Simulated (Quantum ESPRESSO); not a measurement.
# In3Se (Pm-3m) in Quantum ESPRESSO: settings compared, part 2 of 2

Quantum ESPRESSO 7.5. The steps go on from the part before.

### 3 Single point, LDA, 26.05 Å³/atom

The input, pw.in:

```
&CONTROL
  calculation = 'scf'
  prefix = 'pwscf'
  outdir = './tmp'
  pseudo_dir = './pseudo'
  tprnfor = .true.
  tstress = .true.
  disk_io = 'nowf'
/
&SYSTEM
  ibrav = 0
  nat = 4
  ntyp = 2
  ecutwfc = 56
  ecutrho = 448
  nbnd = 31
  occupations = 'smearing'
  smearing = 'fd'
  degauss = 0.00367493
/
&ELECTRONS
  conv_thr = 8d-10
  electron_maxstep = 120
  mixing_beta = 0.5
/
ATOMIC_SPECIES
In   114.8180 in_lda_v1.4.uspp.F.UPF
Se    78.9710 se_lda_v1.uspp.F.UPF
CELL_PARAMETERS angstrom
   4.7056946064    0.0000000000    0.0000000000
   0.0000000000    4.7056946064    0.0000000000
   0.0000000000    0.0000000000    4.7056946064
ATOMIC_POSITIONS crystal
In     0.5000000000    0.5000000000    0.0000000000
In     0.5000000000    0.0000000000    0.5000000000
In     0.0000000000    0.5000000000    0.5000000000
Se     0.0000000000    0.0000000000    0.0000000000
K_POINTS automatic
6 6 6 0 0 0
```

Potentials or basis: GBRV 1.5 LDA.

Launch:

```sh
$ OMP_NUM_THREADS=1 mpirun -n 2 pw.x -nk 2 -in pw.in > pw.out
```

Wall time 47 s (2 MPI ranks of Arm Neoverse V1, shared host); peak memory 0.56 GiB.

It converged, with:

```
Free energy            : -6021.3337 eV
Pressure               : -2.6 GPa
Band gap on the k mesh : none (metal or under the smearing width)
```

### 4 Single point, LDA, 26.60 Å³/atom

Edit pw.in of step 3 so:

```diff
@@ -29,5 +29,5 @@
 CELL_PARAMETERS angstrom
-   4.7056946064    0.0000000000    0.0000000000
-   0.0000000000    4.7056946064    0.0000000000
-   0.0000000000    0.0000000000    4.7056946064
+   4.7388343927    0.0000000000    0.0000000000
+   0.0000000000    4.7388343927    0.0000000000
+   0.0000000000    0.0000000000    4.7388343927
 ATOMIC_POSITIONS crystal
```

Launch:

```sh
$ OMP_NUM_THREADS=1 mpirun -n 2 pw.x -nk 2 -in pw.in > pw.out
```

Wall time 47 s (2 MPI ranks of Arm Neoverse V1, shared host); peak memory 0.58 GiB.

It converged, with:

- Free energy: -6021.2946 eV
- Pressure: -3.3 GPa
- Band gap on the k mesh: none (metal or under the smearing width)

### 5 Single point, LDA, 27.16 Å³/atom

Edit pw.in of step 4 so:

```diff
@@ -29,5 +29,5 @@
 CELL_PARAMETERS angstrom
-   4.7388343927    0.0000000000    0.0000000000
-   0.0000000000    4.7388343927    0.0000000000
-   0.0000000000    0.0000000000    4.7388343927
+   4.7715170420    0.0000000000    0.0000000000
+   0.0000000000    4.7715170420    0.0000000000
+   0.0000000000    0.0000000000    4.7715170420
 ATOMIC_POSITIONS crystal
```

Launch:

```sh
$ OMP_NUM_THREADS=1 mpirun -n 2 pw.x -nk 2 -in pw.in > pw.out
```

Run time: 48 s. Hardware: 2 MPI ranks of Arm Neoverse V1, shared host; peak memory 0.6 GiB.

The run converged. Its results:

- Free energy: -6021.2463 eV
- Pressure: -4.0 GPa
- Band gap on the k mesh: none (metal or under the smearing width)

### 6 Single point, LDA, 27.71 Å³/atom

Edit pw.in of step 5 so:

```diff
@@ -29,5 +29,5 @@
 CELL_PARAMETERS angstrom
-   4.7715170420    0.0000000000    0.0000000000
-   0.0000000000    4.7715170420    0.0000000000
-   0.0000000000    0.0000000000    4.7715170420
+   4.8037580000    0.0000000000    0.0000000000
+   0.0000000000    4.8037580000    0.0000000000
+   0.0000000000    0.0000000000    4.8037580000
 ATOMIC_POSITIONS crystal
```

Potentials or basis: GBRV 1.5 LDA.

Launch:

```sh
$ OMP_NUM_THREADS=1 mpirun -n 2 pw.x -nk 2 -in pw.in > pw.out
```

It took 48 s on 2 MPI ranks of Arm Neoverse V1, shared host; peak memory 0.6 GiB.

Results (log left out):

```yaml
Free_energy: -6021.1903 eV
Pressure: -4.5 GPa
Band_gap_on_the_k_mesh: none (metal or under the smearing width)
```

### 7 Single point, LDA, 28.27 Å³/atom

Edit pw.in of step 6 so:

```diff
@@ -29,5 +29,5 @@
 CELL_PARAMETERS angstrom
-   4.8037580000    0.0000000000    0.0000000000
-   0.0000000000    4.8037580000    0.0000000000
-   0.0000000000    0.0000000000    4.8037580000
+   4.8355718940    0.0000000000    0.0000000000
+   0.0000000000    4.8355718940    0.0000000000
+   0.0000000000    0.0000000000    4.8355718940
 ATOMIC_POSITIONS crystal
```

Launch:

```sh
$ OMP_NUM_THREADS=1 mpirun -n 2 pw.x -nk 2 -in pw.in > pw.out
```

Run time: 45 s. Hardware: 2 MPI ranks of Arm Neoverse V1, shared host; peak memory 0.62 GiB.

Results (log left out):

```
Free energy            : -6021.1274 eV
Pressure               : -4.9 GPa
Band gap on the k mesh : none (metal or under the smearing width)
```

### 8 Single point, LDA, 28.82 Å³/atom

Edit pw.in of step 7 so:

```diff
@@ -29,5 +29,5 @@
 CELL_PARAMETERS angstrom
-   4.8355718940    0.0000000000    0.0000000000
-   0.0000000000    4.8355718940    0.0000000000
-   0.0000000000    0.0000000000    4.8355718940
+   4.8669725914    0.0000000000    0.0000000000
+   0.0000000000    4.8669725914    0.0000000000
+   0.0000000000    0.0000000000    4.8669725914
 ATOMIC_POSITIONS crystal
```

Launch:

```sh
$ OMP_NUM_THREADS=1 mpirun -n 2 pw.x -nk 2 -in pw.in > pw.out
```

It took 49 s on 2 MPI ranks of Arm Neoverse V1, shared host; peak memory 0.62 GiB.

Results (log left out):

- Free energy: -6021.0584 eV
- Pressure: -5.3 GPa
- Band gap on the k mesh: none (metal or under the smearing width)

### 9 Single point, LDA, 29.38 Å³/atom

Edit pw.in of step 8 so:

```diff
@@ -29,5 +29,5 @@
 CELL_PARAMETERS angstrom
-   4.8669725914    0.0000000000    0.0000000000
-   0.0000000000    4.8669725914    0.0000000000
-   0.0000000000    0.0000000000    4.8669725914
+   4.8979732526    0.0000000000    0.0000000000
+   0.0000000000    4.8979732526    0.0000000000
+   0.0000000000    0.0000000000    4.8979732526
 ATOMIC_POSITIONS crystal
```

Potentials or basis: GBRV 1.5 LDA.

Launch:

```sh
$ OMP_NUM_THREADS=1 mpirun -n 2 pw.x -nk 2 -in pw.in > pw.out
```

Wall time 50 s (2 MPI ranks of Arm Neoverse V1, shared host); peak memory 0.64 GiB.

Results (log left out):

```
Free energy            : -6020.9848 eV
Pressure               : -5.7 GPa
Band gap on the k mesh : none (metal or under the smearing width)
```

### 10 Equation of state, LDA

This step only gathers the single runs of the series.

What came out:

```yaml
Equilibrium_volume: "24.57 Å³/atom (rough: see the caveat)"
Bulk_modulus: 49 GPa (rough)
```

Energy against volume, from the lowest point:
| volume (Å³/atom) | energy (meV/atom) |
| --- | --- |
| 26.050 | 0.00 |
| 26.604 | 9.78 |
| 27.159 | 21.85 |
| 27.713 | 35.85 |
| 28.267 | 51.57 |
| 28.822 | 68.82 |
| 29.376 | 87.24 |

Caveat: the minimum lies outside the volumes run.

### 11 Band structure, LDA

Edit pw.in of step 9 so:

```diff
@@ -7,3 +7,3 @@
   tstress = .true.
-  disk_io = 'nowf'
+  disk_io = 'low'
 /
@@ -29,5 +29,5 @@
 CELL_PARAMETERS angstrom
-   4.8979732526    0.0000000000    0.0000000000
-   0.0000000000    4.8979732526    0.0000000000
-   0.0000000000    0.0000000000    4.8979732526
+   4.8037580000    0.0000000000    0.0000000000
+   0.0000000000    4.8037580000    0.0000000000
+   0.0000000000    0.0000000000    4.8037580000
 ATOMIC_POSITIONS crystal
```

The input, bands.in:

```
&CONTROL
  calculation = 'bands'
  prefix = 'pwscf'
  outdir = './tmp'
  pseudo_dir = './pseudo'
  disk_io = 'low'
  verbosity = 'high'
/
&SYSTEM
  ibrav = 0
  nat = 4
  ntyp = 2
  ecutwfc = 56
  ecutrho = 448
  nbnd = 31
  occupations = 'smearing'
  smearing = 'fd'
  degauss = 0.00367493
/
&ELECTRONS
  conv_thr = 1d-08
  electron_maxstep = 120
  mixing_beta = 0.5
  diago_full_acc = .true.
  startingwfc = 'random'
/
ATOMIC_SPECIES
In   114.8180 in_lda_v1.4.uspp.F.UPF
Se    78.9710 se_lda_v1.uspp.F.UPF
CELL_PARAMETERS angstrom
   4.8037580000    0.0000000000    0.0000000000
   0.0000000000    4.8037580000    0.0000000000
   0.0000000000    0.0000000000    4.8037580000
ATOMIC_POSITIONS crystal
In     0.5000000000    0.5000000000    0.0000000000
In     0.5000000000    0.0000000000    0.5000000000
In     0.0000000000    0.5000000000    0.5000000000
Se     0.0000000000    0.0000000000    0.0000000000
K_POINTS crystal
60
 0.0000000000  0.0000000000  0.0000000000 1
 0.0000000000  0.0714285714  0.0000000000 1
 0.0000000000  0.1428571429  0.0000000000 1
 0.0000000000  0.2142857143  0.0000000000 1
 0.0000000000  0.2857142857  0.0000000000 1
 0.0000000000  0.3571428571  0.0000000000 1
 0.0000000000  0.4285714286  0.0000000000 1
 0.0000000000  0.5000000000  0.0000000000 1
 0.0714285714  0.5000000000  0.0000000000 1
 0.1428571429  0.5000000000  0.0000000000 1
 0.2142857143  0.5000000000  0.0000000000 1
 0.2857142857  0.5000000000  0.0000000000 1
 0.3571428571  0.5000000000  0.0000000000 1
 0.4285714286  0.5000000000  0.0000000000 1
 0.5000000000  0.5000000000  0.0000000000 1
 0.4545454545  0.4545454545  0.0000000000 1
 0.4090909091  0.4090909091  0.0000000000 1
 0.3636363636  0.3636363636  0.0000000000 1
 0.3181818182  0.3181818182  0.0000000000 1
 0.2727272727  0.2727272727  0.0000000000 1
 0.2272727273  0.2272727273  0.0000000000 1
 0.1818181818  0.1818181818  0.0000000000 1
 0.1363636364  0.1363636364  0.0000000000 1
 0.0909090909  0.0909090909  0.0000000000 1
 0.0454545455  0.0454545455  0.0000000000 1
 0.0000000000  0.0000000000  0.0000000000 1
 0.0357142857  0.0357142857  0.0357142857 1
 0.0714285714  0.0714285714  0.0714285714 1
 0.1071428571  0.1071428571  0.1071428571 1
 0.1428571429  0.1428571429  0.1428571429 1
 0.1785714286  0.1785714286  0.1785714286 1
 0.2142857143  0.2142857143  0.2142857143 1
 0.2500000000  0.2500000000  0.2500000000 1
 0.2857142857  0.2857142857  0.2857142857 1
 0.3214285714  0.3214285714  0.3214285714 1
 0.3571428571  0.3571428571  0.3571428571 1
 0.3928571429  0.3928571429  0.3928571429 1
 0.4285714286  0.4285714286  0.4285714286 1
 0.4642857143  0.4642857143  0.4642857143 1
 0.5000000000  0.5000000000  0.5000000000 1
 0.4545454545  0.5000000000  0.4545454545 1
 0.4090909091  0.5000000000  0.4090909091 1
 0.3636363636  0.5000000000  0.3636363636 1
 0.3181818182  0.5000000000  0.3181818182 1
 0.2727272727  0.5000000000  0.2727272727 1
 0.2272727273  0.5000000000  0.2272727273 1
 0.1818181818  0.5000000000  0.1818181818 1
 0.1363636364  0.5000000000  0.1363636364 1
 0.0909090909  0.5000000000  0.0909090909 1
 0.0454545455  0.5000000000  0.0454545455 1
 0.0000000000  0.5000000000  0.0000000000 1
 0.5000000000  0.5000000000  0.0000000000 1
 0.5000000000  0.5000000000  0.0625000000 1
 0.5000000000  0.5000000000  0.1250000000 1
 0.5000000000  0.5000000000  0.1875000000 1
 0.5000000000  0.5000000000  0.2500000000 1
 0.5000000000  0.5000000000  0.3125000000 1
 0.5000000000  0.5000000000  0.3750000000 1
 0.5000000000  0.5000000000  0.4375000000 1
 0.5000000000  0.5000000000  0.5000000000 1
```

Launch:

```sh
$ OMP_NUM_THREADS=1 mpirun -n 2 pw.x -nk 2 -in pw.in > pw.out
$ OMP_NUM_THREADS=1 mpirun -n 2 pw.x -nk 2 -in bands.in > bands.out
```

It took 3.9 min on 2 MPI ranks of Arm Neoverse V1, shared host; peak memory 0.6 GiB.

Results (log left out):

| Item | Value |
| --- | --- |
| Free energy | -6021.1903 eV |
| Pressure | -4.5 GPa |
| Band gap on the k mesh | none (metal or under the smearing width) |

Levels at the corners of the path, in eV from the Fermi level:
```csv
point,band 21,band 22,band 23,band 24,band 25,band 26
Γ,-2.41,-2.41,1.05,1.05,1.05,4.03
X,-1.90,-1.05,-0.16,-0.16,1.34,3.59
M,-0.94,-0.79,-0.79,1.26,1.70,1.70
Γ,-2.41,-2.41,1.05,1.05,1.05,4.03
R,-4.17,-4.17,-3.22,2.91,2.91,2.91
X,-1.90,-1.05,-0.16,-0.16,1.34,3.59
M,-0.94,-0.79,-0.79,1.26,1.70,1.70
R,-4.17,-4.17,-3.22,2.91,2.91,2.91
```

Caveat: some levels on the path didn't converge; spin-orbit coupling is left out, which moves the levels of the heavy elements.

### 12 For comparison

An earlier run on the cell as given: functional PBEsol; potentials or basis GBRV 1.5 PBEsol; cutoff 762 eV; density cutoff 6095 eV; k mesh 6 × 6 × 6; occupations fermi-dirac, width 0.05 eV; no spin polarisation.

- Pressure: -3.1 GPa
- Band gap on the k mesh: none (metal or under the smearing width)

### 13 Summary

```tsv
task	level	potentials or basis	form of the LDA correlation	gap on the mesh (eV)	pressure (GPa)
band structure	PBEsol	GBRV 1.5 PBEsol	-	none	-3.1
equation of state	LDA	GBRV 1.5 LDA	PZ81	-	-
band structure	LDA	GBRV 1.5 LDA	PZ81	none	-4.5
single point	PBEsol	GBRV 1.5 PBEsol	-	none	-3.1
```

Alike in all rows: no spin polarisation; cell as given; k mesh 6 × 6 × 6; cutoff (eV) 762; smearing fermi-dirac 0.05 eV.

Caveats: some levels on the path didn't converge (some runs); spin-orbit coupling is left out, which moves the levels of the heavy elements (some runs); the minimum lies outside the volumes run (some runs).

Absolute energies hang on the potentials; compare differences alone.
